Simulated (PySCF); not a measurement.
**C2H9OPSi: electronic excitations at several levels of theory**

How much do the electronic excitations of C2H9OPSi (`CO[Si@H](C)P`) depend on the level of theory, and what does each level cost?

Programs: PySCF 2.14.0, with density-fitted response routines of our own. Each step states its level of theory. These are calculated values for one molecule in the gas phase, unless marked as measured. Atoms count from 0, in the outputs and in this text.

## (1) The starting structure

14 atoms, charge 0, multiplicity 1; geometry from: GFN2-xTB. The atoms were then displaced at random by about 0.01 Å, so the start is not that level's minimum.

Bonds of the start (Å): C0–O1 1.42, O1–Si2 1.63, Si2–C3 1.84, Si2–P4 2.26, C0–H5 1.06, C0–H6 1.08, C0–H7 1.12, Si2–H8 1.50, C3–H9 1.11, C3–H10 1.11, C3–H11 1.08, P4–H12 1.41, P4–H13 1.39.

## (2) Geometry optimisation at PBE0-D3(BJ)/def2-SVP

Job settings and geometry (Å):

```
{"job": {"xc": "PBE0", "basis": "def2-SVP", "d3": "d3bj", "grid": 1, "shake": 0.01, "kind": "geom"}, "charge": 0, "multiplicity": 1}
C      1.794380    -1.416350     0.063680
O      0.394810    -1.196800     0.201920
Si    -0.393300     0.220230     0.398090
C     -2.111200    -0.111040    -0.170660
P      0.616890     1.744100    -0.934910
H      1.925060    -2.332270    -0.461880
H      2.267470    -1.434470     1.038530
H      2.240460    -0.575180    -0.528060
H     -0.324450     0.623900     1.845020
H     -2.553710    -0.992930     0.333000
H     -2.793420     0.726870     0.077570
H     -2.184390    -0.276080    -1.233000
H     -0.339690     2.754560    -0.707050
H      1.453930     2.250390     0.055070
```

The run is started by

```sh
> OMP_NUM_THREADS=1 python probes_run.py task.json out
```

One launch serves the whole session: the jobs run in the order shown.

What it wrote:

```text
step   0  E = -786.99451985  max force = 0.039540
step   1  E = -786.99940918  max force = 0.008707
step   2  E = -786.99988954  max force = 0.002039
step   3  E = -786.99997950  max force = 0.001752
step   4  E = -787.00006046  max force = 0.001195
step   5  E = -787.00012278  max force = 0.001299
step   6  E = -787.00018840  max force = 0.002131
step   7  E = -787.00024863  max force = 0.002621
step   8  E = -787.00029022  max force = 0.001848
step   9  E = -787.00031759  max force = 0.000631
step  10  E = -787.00032693  max force = 0.000188
optimisation converged
```

It took 1.8 min on 1 thread of Arm Neoverse N1, shared host; peak memory 0.52 GiB.

Along the way:

| step | energy from step 0 (eV) | largest force component (eV/Å) |
| --- | --- | --- |
| 0 | 0.0000 | 2.0332 |
| 1 | -0.1330 | 0.4477 |
| 2 | -0.1461 | 0.1048 |
| 3 | -0.1486 | 0.0901 |
| 4 | -0.1508 | 0.0614 |
| 5 | -0.1525 | 0.0668 |
| 6 | -0.1542 | 0.1096 |
| 7 | -0.1559 | 0.1348 |
| 8 | -0.1570 | 0.0950 |
| 9 | -0.1578 | 0.0324 |
| 10 | -0.1580 | 0.0097 |

Close pairs (by a distance rule), those that changed most:

| bond | before (Å) | after (Å) | change (Å) |
| --- | --- | --- | --- |
| P4–H13 | 1.392 | 1.430 | +0.038 |
| C0–H5 | 1.064 | 1.101 | +0.037 |
| O1–Si2 | 1.633 | 1.667 | +0.034 |
| C0–O1 | 1.423 | 1.398 | -0.025 |
| C0–H6 | 1.084 | 1.107 | +0.023 |
| C3–H11 | 1.078 | 1.100 | +0.023 |
| Si2–C3 | 1.840 | 1.862 | +0.022 |
| P4–H12 | 1.410 | 1.431 | +0.021 |

The next job starts from the end point, and lists it.

| at the end point | value |
| --- | --- |
| point group (found at 0.08 Å tolerance) | C1 |
| rotational constants (GHz, main isotopes) | 3.171, 2.412, 1.501 |
| dipole moment (D) | 0.99 |

## (3) Excited states and response: PBE0/def2-SVP

Job settings and geometry (Å):

```
{"job": {"kind": "uv", "xc": "PBE0", "basis": "def2-SVP"}, "charge": 0, "multiplicity": 1}
C      1.722184    -1.490920     0.161854
O      0.358284    -1.256123    -0.035169
Si    -0.390670     0.202884     0.266060
C     -2.166978     0.030692    -0.265578
P      0.621460     1.820990    -0.970485
H      1.930971    -2.556656    -0.018026
H      2.044788    -1.252228     1.193132
H      2.347642    -0.902559    -0.536090
H     -0.292808     0.513020     1.730457
H     -2.633117    -0.825143     0.246729
H     -2.739908     0.937168    -0.016445
H     -2.234534    -0.138380    -1.350841
H     -0.237796     2.835652    -0.442738
H      1.643927     2.074220    -0.003932
```

Level: TDDFT PBE0/def2-SVP, vertical, gas phase, core orbitals frozen in the response.

What it wrote:

```text
coarse grid: 12088 points
cycle   1  E = -786.8025437510  dE =  1.784e-01  |g| = 6.491e-01  |ddm| = 3.455e+00
cycle   2  E = -786.6712935887  dE =  1.313e-01  |g| = 1.039e+00  |ddm| = 1.733e+00
cycle   3  E = -786.8881835167  dE = -2.169e-01  |g| = 9.087e-02  |ddm| = 1.188e+00
cycle   4  E = -786.8897836624  dE = -1.600e-03  |g| = 3.612e-02  |ddm| = 1.236e-01
cycle   5  E = -786.8901245371  dE = -3.409e-04  |g| = 5.225e-03  |ddm| = 3.847e-02
cycle   6  E = -786.8901321010  dE = -7.564e-06  |g| = 1.358e-03  |ddm| = 9.074e-03
final grid: 105824 points
cycle   7  E = -786.9896072160  dE = -1.270e-05  |g| = 9.327e-03  |ddm| = 2.567e-02
cycle   8  E = -786.9895926200  dE =  1.460e-05  |g| = 1.273e-02  |ddm| = 1.974e-02
cycle   9  E = -786.9896266072  dE = -3.399e-05  |g| = 1.318e-03  |ddm| = 1.128e-02
cycle  10  E = -786.9896270197  dE = -4.124e-07  |g| = 9.463e-05  |ddm| = 1.588e-03
cycle  11  E = -786.9896270216  dE = -1.941e-09  |g| = 4.156e-05  |ddm| = 1.521e-04
cycle  12  E = -786.9896270221  dE = -4.729e-10  |g| = 1.089e-05  |ddm| = 6.002e-05
converged SCF energy = -786.9896270221

Static polarisability (au): isotropic 71.096, principal 60.862 74.769 77.657

Singlet excitations
state   eV       nm        f      main configurations
  1   6.3865    194.1   0.00556   H->L 0.94
  2   7.0190    176.6   0.03829   H->L+1 0.84
  3   7.3729    168.2   0.00426   H->L+2 0.90
  4   7.5460    164.3   0.00659   H-1->L 0.85
  5   7.8262    158.4   0.09413   H->L+3 0.36, H-1->L+1 0.35, H-2->L 0.16
  6   7.8907    157.1   0.08213   H-2->L 0.57, H->L+3 0.23, H-2->L+1 0.09
  7   7.9870    155.2   0.07960   H-1->L+1 0.59, H->L+3 0.17, H-2->L 0.12
  8   8.2921    149.5   0.02037   H-2->L+1 0.85
  9   8.3636    148.2   0.10459   H->L+4 0.85
 10   8.4948    146.0   0.02603   H-1->L+2 0.65, H-1->L+3 0.17

Triplet excitations (Tamm-Dancoff, eV): 5.6743 5.8287 6.6262 6.9951
```

Wall time 25 s (1 thread of Arm Neoverse N1, shared host); peak memory 0.62 GiB.

The orbitals next to the gap, with their largest atomic shares:

| orbital | eV | atoms |
| --- | --- | --- |
| HOMO−3 | -9.28 | C3 23 %, O1 20 %, Si2 18 % |
| HOMO−2 | -8.40 | O1 38 %, Si2 13 %, C3 12 % |
| HOMO−1 | -8.14 | O1 47 %, P4 27 %, H7 6 % |
| HOMO | -7.15 | P4 64 %, Si2 12 %, O1 11 % |
| LUMO | 0.70 | P4 33 %, H12 21 %, Si2 21 % |
| LUMO+1 | 0.97 | P4 34 %, H13 23 %, Si2 21 % |
| LUMO+2 | 1.56 | Si2 40 %, P4 20 %, H12 11 % |

With each of the 10 states as a Gaussian band of 0.4 eV half-width at 1/e, the curve within the window shown has maxima at 155 nm (ε 12,000) L/(mol cm). Beyond the last state computed it falls off for lack of states. The curve at chosen wavelengths:

(nm, ε (L/mol/cm)): (141, 2181), (144, 4779), (147, 7666), (150, 10068), (153, 11699), (156, 12049), (159, 10611), (161, 8855), (164, 5943), (167, 3695), (170, 2488), (173, 2027), (176, 1838), (179, 1619), (182, 1305), (185, 966), (188, 683), (191, 485), (194, 358), (196, 298), (199, 226), (202, 166), (205, 115), (208, 74), (211, 45), (214, 25)

Further results of this job:

| property | computed |
| --- | --- |
| dipole moment (D) | 0.99 |
| polarisability (Å³) | 10.54 |
| HOMO–LUMO gap (eV) | 7.85 |
| −ε(HOMO) (eV) | 7.15 |

## (4) TDDFT and polarisability: PBE0/def2-TZVP

The job, as its differences from that of step 3:

```diff
@@ -1,2 +1,2 @@
-{"job": {"kind": "uv", "xc": "PBE0", "basis": "def2-SVP"}, "charge": 0, "multiplicity": 1}
+{"job": {"kind": "uv", "xc": "PBE0", "basis": "def2-TZVP"}, "charge": 0, "multiplicity": 1}
 C      1.722184    -1.490920     0.161854
```

Method: TDDFT PBE0/def2-TZVP, vertical, gas phase, core orbitals frozen in the response.

What it wrote:

```text
coarse grid: 12088 points
cycle   1  E = -787.3027133939  dE =  1.933e-01  |g| = 7.042e-01  |ddm| = 2.584e+00
cycle   2  E = -787.1410758916  dE =  1.616e-01  |g| = 1.155e+00  |ddm| = 1.298e+00
cycle   3  E = -787.3946057199  dE = -2.535e-01  |g| = 1.129e-01  |ddm| = 9.412e-01
cycle   4  E = -787.3968446600  dE = -2.239e-03  |g| = 4.526e-02  |ddm| = 9.757e-02
cycle   5  E = -787.3973216949  dE = -4.770e-04  |g| = 6.853e-03  |ddm| = 3.238e-02
cycle   6  E = -787.3973337045  dE = -1.201e-05  |g| = 2.181e-03  |ddm| = 7.696e-03
cycle   7  E = -787.3973347664  dE = -1.062e-06  |g| = 3.677e-04  |ddm| = 2.191e-03
final grid: 105824 points
cycle   8  E = -787.3916573787  dE = -3.580e-05  |g| = 9.718e-03  |ddm| = 3.312e-02
cycle   9  E = -787.3916424796  dE =  1.490e-05  |g| = 1.323e-02  |ddm| = 1.178e-02
cycle  10  E = -787.3916748480  dE = -3.237e-05  |g| = 1.620e-03  |ddm| = 7.280e-03
cycle  11  E = -787.3916753523  dE = -5.044e-07  |g| = 1.913e-04  |ddm| = 1.173e-03
cycle  12  E = -787.3916753605  dE = -8.180e-09  |g| = 5.137e-05  |ddm| = 1.627e-04
cycle  13  E = -787.3916753610  dE = -5.161e-10  |g| = 1.552e-05  |ddm| = 4.609e-05
converged SCF energy = -787.3916753610

Static polarisability (au): isotropic 80.747, principal 69.407 83.618 89.217

Singlet excitations
state   eV       nm        f      main configurations
  1   6.0814    203.9   0.00464   H->L 0.91
  2   6.6325    186.9   0.02674   H->L+1 0.80, H->L+3 0.09
  3   6.9050    179.6   0.00671   H->L+2 0.91
  4   7.2160    171.8   0.13225   H->L+3 0.52, H-1->L 0.32
  5   7.3334    169.1   0.14057   H-1->L 0.56, H->L+3 0.30
  6   7.5502    164.2   0.01041   H-1->L+1 0.59, H-2->L 0.32
  7   7.6293    162.5   0.04098   H->L+4 0.53, H-2->L 0.24, H-1->L+1 0.16
  8   7.6686    161.7   0.08407   H->L+4 0.38, H-2->L 0.29, H-1->L+1 0.16
  9   7.8860    157.2   0.01116   H-2->L+1 0.86
 10   8.0482    154.1   0.03377   H-1->L+2 0.77, H-1->L+3 0.09

Triplet excitations (Tamm-Dancoff, eV): 5.3999 5.4793 6.2611 6.5907
```

Wall time 58 s (1 thread of Arm Neoverse N1, shared host); peak memory 0.89 GiB.

This run: HOMO -7.22 eV, LUMO 0.36 eV; lowest singlet 6.08 eV.

## (5) Ultraviolet spectrum: PBE0/aug-cc-pVDZ

The job, as its differences from that of step 4:

```diff
@@ -1,2 +1,2 @@
-{"job": {"kind": "uv", "xc": "PBE0", "basis": "def2-TZVP"}, "charge": 0, "multiplicity": 1}
+{"job": {"kind": "uv", "xc": "PBE0", "basis": "aug-cc-pVDZ"}, "charge": 0, "multiplicity": 1}
 C      1.722184    -1.490920     0.161854
```

With the program's defaults for keys left out, this is: TDDFT PBE0/aug-cc-pVDZ, vertical, gas phase, core orbitals frozen in the response.

What it wrote:

```text
coarse grid: 12088 points
cycle   1  E = -787.2177219274  dE =  2.460e-01  |g| = 6.560e-01  |ddm| = 7.728e+00
cycle   2  E = -787.0607613288  dE =  1.570e-01  |g| = 1.099e+00  |ddm| = 2.371e+00
cycle   3  E = -787.3045068988  dE = -2.437e-01  |g| = 1.039e-01  |ddm| = 1.446e+00
cycle   4  E = -787.3066675080  dE = -2.161e-03  |g| = 3.832e-02  |ddm| = 2.545e-01
cycle   5  E = -787.3070483151  dE = -3.808e-04  |g| = 5.986e-03  |ddm| = 8.661e-02
cycle   6  E = -787.3070591817  dE = -1.087e-05  |g| = 1.496e-03  |ddm| = 1.840e-02
cycle   7  E = -787.3070598722  dE = -6.905e-07  |g| = 3.524e-04  |ddm| = 4.322e-03
final grid: 105824 points
cycle   8  E = -787.3196262863  dE = -1.254e-05  |g| = 8.796e-03  |ddm| = 1.109e-01
cycle   9  E = -787.3196135903  dE =  1.270e-05  |g| = 1.198e-02  |ddm| = 3.302e-02
cycle  10  E = -787.3196430354  dE = -2.945e-05  |g| = 1.426e-03  |ddm| = 1.761e-02
cycle  11  E = -787.3196434930  dE = -4.576e-07  |g| = 7.395e-05  |ddm| = 2.297e-03
cycle  12  E = -787.3196434942  dE = -1.203e-09  |g| = 3.920e-05  |ddm| = 2.909e-04
cycle  13  E = -787.3196434946  dE = -4.236e-10  |g| = 1.166e-05  |ddm| = 9.824e-05
converged SCF energy = -787.3196434946

Static polarisability (au): isotropic 86.497, principal 75.221 89.392 94.878

Singlet excitations
state   eV       nm        f      main configurations
  1   5.9944    206.8   0.00774   H->L 0.94
  2   6.1281    202.3   0.00445   H->L+3 0.60, H->L+1 0.29
  3   6.5349    189.7   0.00113   H->L+1 0.56, H->L+3 0.33
  4   6.5760    188.5   0.19647   H->L+2 0.81
  5   6.8280    181.6   0.06973   H->L+5 0.69, H->L+4 0.13
  6   6.8856    180.1   0.02297   H->L+4 0.73, H-1->L 0.10
  7   7.0338    176.3   0.03507   H-1->L 0.73
  8   7.2162    171.8   0.05044   H->L+6 0.84
  9   7.2747    170.4   0.00395   H-2->L 0.66, H-1->L+1 0.10
 10   7.3374    169.0   0.00388   H-1->L+1 0.29, H-2->L 0.23, H-1->L+3 0.22

Triplet excitations (Tamm-Dancoff, eV): 5.4463 5.5134 5.9483 6.2153
```

It took 54 s on 1 thread of Arm Neoverse N1, shared host; peak memory 0.85 GiB.

In short: HOMO -7.22 eV, LUMO -0.22 eV; lowest singlet 5.99 eV.

## (6) Ultraviolet spectrum: PBE0/def2-TZVPD

The job, as its differences from that of step 5:

```diff
@@ -1,2 +1,2 @@
-{"job": {"kind": "uv", "xc": "PBE0", "basis": "aug-cc-pVDZ"}, "charge": 0, "multiplicity": 1}
+{"job": {"kind": "uv", "xc": "PBE0", "basis": "def2-TZVPD"}, "charge": 0, "multiplicity": 1}
 C      1.722184    -1.490920     0.161854
```

Method: TDDFT PBE0/def2-TZVPD, vertical, gas phase, core orbitals frozen in the response.

What it wrote:

```text
coarse grid: 12088 points
cycle   1  E = -787.3043483470  dE =  1.926e-01  |g| = 7.035e-01  |ddm| = 3.035e+00
cycle   2  E = -787.1360589716  dE =  1.683e-01  |g| = 1.168e+00  |ddm| = 1.338e+00
cycle   3  E = -787.3959474944  dE = -2.599e-01  |g| = 1.160e-01  |ddm| = 8.395e-01
cycle   4  E = -787.3983221460  dE = -2.375e-03  |g| = 4.622e-02  |ddm| = 1.171e-01
cycle   5  E = -787.3988201285  dE = -4.980e-04  |g| = 6.979e-03  |ddm| = 3.752e-02
cycle   6  E = -787.3988325776  dE = -1.245e-05  |g| = 2.222e-03  |ddm| = 1.099e-02
cycle   7  E = -787.3988336964  dE = -1.119e-06  |g| = 3.798e-04  |ddm| = 2.896e-03
final grid: 105824 points
cycle   8  E = -787.3931718625  dE = -3.862e-05  |g| = 9.747e-03  |ddm| = 1.431e-01
cycle   9  E = -787.3931566038  dE =  1.526e-05  |g| = 1.333e-02  |ddm| = 1.489e-02
cycle  10  E = -787.3931894208  dE = -3.282e-05  |g| = 1.659e-03  |ddm| = 8.226e-03
cycle  11  E = -787.3931899517  dE = -5.309e-07  |g| = 1.937e-04  |ddm| = 1.373e-03
cycle  12  E = -787.3931899601  dE = -8.399e-09  |g| = 5.310e-05  |ddm| = 2.040e-04
cycle  13  E = -787.3931899606  dE = -5.577e-10  |g| = 1.613e-05  |ddm| = 6.820e-05
converged SCF energy = -787.3931899606

Static polarisability (au): isotropic 85.881, principal 74.720 88.692 94.232

Singlet excitations
state   eV       nm        f      main configurations
  1   6.0203    205.9   0.00384   H->L+1 0.89
  2   6.1872    200.4   0.00606   H->L 0.90
  3   6.6822    185.5   0.02907   H->L+3 0.78, H->L+4 0.14
  4   6.7844    182.7   0.20060   H->L+2 0.86
  5   7.0812    175.1   0.06053   H->L+4 0.56, H-1->L 0.17, H->L+3 0.09
  6   7.1193    174.2   0.08677   H-1->L 0.48, H->L+4 0.19, H-1->L+1 0.15
  7   7.3232    169.3   0.00907   H-1->L+1 0.53, H-1->L 0.22, H-2->L 0.09
  8   7.3475    168.7   0.00207   H->L+5 0.73, H-1->L+1 0.08
  9   7.4296    166.9   0.00400   H-2->L 0.69, H-1->L+1 0.09, H-2->L+1 0.08
 10   7.5827    163.5   0.01431   H-2->L+1 0.44, H-1->L+2 0.16, H->L+6 0.12

Triplet excitations (Tamm-Dancoff, eV): 5.3613 5.3813 6.1373 6.1630
```

Run time: 86 s. Hardware: 1 thread of Arm Neoverse N1, shared host; peak memory 1 GiB.

Key values: HOMO -7.24 eV, LUMO 0.01 eV; lowest singlet 6.02 eV.

## (7) TDDFT and polarisability: PBE0/6-31+G*

The job, as its differences from that of step 6:

```diff
@@ -1,2 +1,2 @@
-{"job": {"kind": "uv", "xc": "PBE0", "basis": "def2-TZVPD"}, "charge": 0, "multiplicity": 1}
+{"job": {"kind": "uv", "xc": "PBE0", "basis": "6-31+G*"}, "charge": 0, "multiplicity": 1}
 C      1.722184    -1.490920     0.161854
```

Level: TDDFT PBE0/6-31+G*, vertical, gas phase, core orbitals frozen in the response.

What it wrote:

```text
coarse grid: 12088 points
cycle   1  E = -787.2362339846  dE =  2.224e-01  |g| = 6.486e-01  |ddm| = 3.290e+00
cycle   2  E = -787.0916907284  dE =  1.445e-01  |g| = 1.067e+00  |ddm| = 2.139e+00
cycle   3  E = -787.3235608961  dE = -2.319e-01  |g| = 1.010e-01  |ddm| = 1.638e+00
cycle   4  E = -787.3256378250  dE = -2.077e-03  |g| = 3.589e-02  |ddm| = 1.363e-01
cycle   5  E = -787.3259772972  dE = -3.395e-04  |g| = 5.200e-03  |ddm| = 4.864e-02
cycle   6  E = -787.3259849071  dE = -7.610e-06  |g| = 1.516e-03  |ddm| = 1.101e-02
final grid: 105824 points
cycle   7  E = -787.2656833628  dE = -8.279e-06  |g| = 9.214e-03  |ddm| = 3.454e-02
cycle   8  E = -787.2656701531  dE =  1.321e-05  |g| = 1.234e-02  |ddm| = 2.143e-02
cycle   9  E = -787.2657037101  dE = -3.356e-05  |g| = 1.430e-03  |ddm| = 1.177e-02
cycle  10  E = -787.2657041877  dE = -4.775e-07  |g| = 9.147e-05  |ddm| = 1.741e-03
cycle  11  E = -787.2657041895  dE = -1.827e-09  |g| = 4.487e-05  |ddm| = 1.939e-04
cycle  12  E = -787.2657041900  dE = -5.327e-10  |g| = 1.111e-05  |ddm| = 6.843e-05
converged SCF energy = -787.2657041900

Static polarisability (au): isotropic 77.987, principal 67.963 78.852 87.144

Singlet excitations
state   eV       nm        f      main configurations
  1   6.1732    200.8   0.00952   H->L 0.90
  2   6.2893    197.1   0.00517   H->L+3 0.56, H->L+1 0.33
  3   6.6669    186.0   0.00244   H->L+1 0.53, H->L+3 0.31
  4   6.7241    184.4   0.26723   H->L+2 0.78
  5   7.0033    177.0   0.07842   H->L+4 0.51, H->L+5 0.32
  6   7.1607    173.1   0.04673   H-1->L 0.51, H->L+5 0.18, H->L+4 0.14
  7   7.2794    170.3   0.01714   H->L+5 0.37, H-1->L 0.27, H->L+4 0.25
  8   7.4483    166.5   0.00702   H-1->L+1 0.35, H-2->L 0.24, H-1->L+3 0.14
  9   7.4950    165.4   0.00086   H-2->L 0.61, H-1->L+1 0.19
 10   7.5305    164.6   0.01650   H->L+6 0.70, H-1->L+2 0.17

Triplet excitations (Tamm-Dancoff, eV): 5.4720 5.5754 6.0699 6.3343
```

Wall time 24 s (1 thread of Arm Neoverse N1, shared host); peak memory 0.64 GiB.

This run: HOMO -7.24 eV, LUMO 0.01 eV; lowest singlet 6.17 eV.

## (8) Comparing the runs: electronic excitations

Excitations and ground-state properties, with basis size and wall time:

| run | lowest singlet (eV) | brightest (eV) | f | gap (eV) | α (Å³) | μ (D) | functions | time |
| --- | --- | --- | --- | --- | --- | --- | --- | --- |
| PBE0/def2-SVP | 6.39 | 8.36 | 0.105 | 7.85 | 10.54 | 0.99 | 123 | 25 s |
| PBE0/def2-TZVP | 6.08 | 7.33 | 0.141 | 7.57 | 11.97 | 0.80 | 221 | 58 s |
| PBE0/aug-cc-pVDZ | 5.99 | 6.58 | 0.196 | 7.00 | 12.82 | 0.84 | 204 | 54 s |
| PBE0/def2-TZVPD | 6.02 | 6.78 | 0.201 | 7.25 | 12.73 | 0.79 | 281 | 86 s |
| PBE0/6-31+G* | 6.17 | 6.72 | 0.267 | 7.25 | 11.56 | 1.05 | 116 | 24 s |

## (9) Results

```
                                quantity                        value
                             point group                           C1
    rotational constants (main isotopes)         3.17, 2.41, 1.50 GHz
          lowest singlet (PBE0/def2-SVP)  6.39 eV (194 nm), f = 0.006
brightest single state of those computed  state 9, 8.36 eV, f = 0.105
                          lowest triplet                      5.67 eV
             range of the lowest singlet              5.99 to 6.39 eV
```

Single values in the summary come from the first run of each kind that ended normally (PBE0/def2-SVP), which need not be the best level. Over 10 steps the energy fell by 0.158 eV; of the close pairs, P4–H13 changed most, 1.392 to 1.430 Å. No frequency check was run at this level, so the end point may be a saddle. The first singlet state (HOMO→LUMO 0.94) lies at 6.39 eV and is weak; of the 10 states computed, the strongest absorption comes from state 9 at 8.36 eV. The lowest triplet lies 0.71 eV below the lowest singlet (triplets in Tamm-Dancoff, singlets in full TDDFT). States above −ε(HOMO) lie where TDDFT describes them poorly and they hang on the basis; the brightest is among them. The basis of PBE0/def2-SVP has no diffuse functions, so Rydberg states are missing and the high states are unreliable. The lowest singlet runs from 5.99 eV (PBE0/aug-cc-pVDZ) to 6.39 eV (PBE0/def2-SVP), while the orbital gap spans 7.00 to 7.85 eV. The lowest state need not be the same one in every run. The runs solved for a few states only, so the brightest column depends on that window.
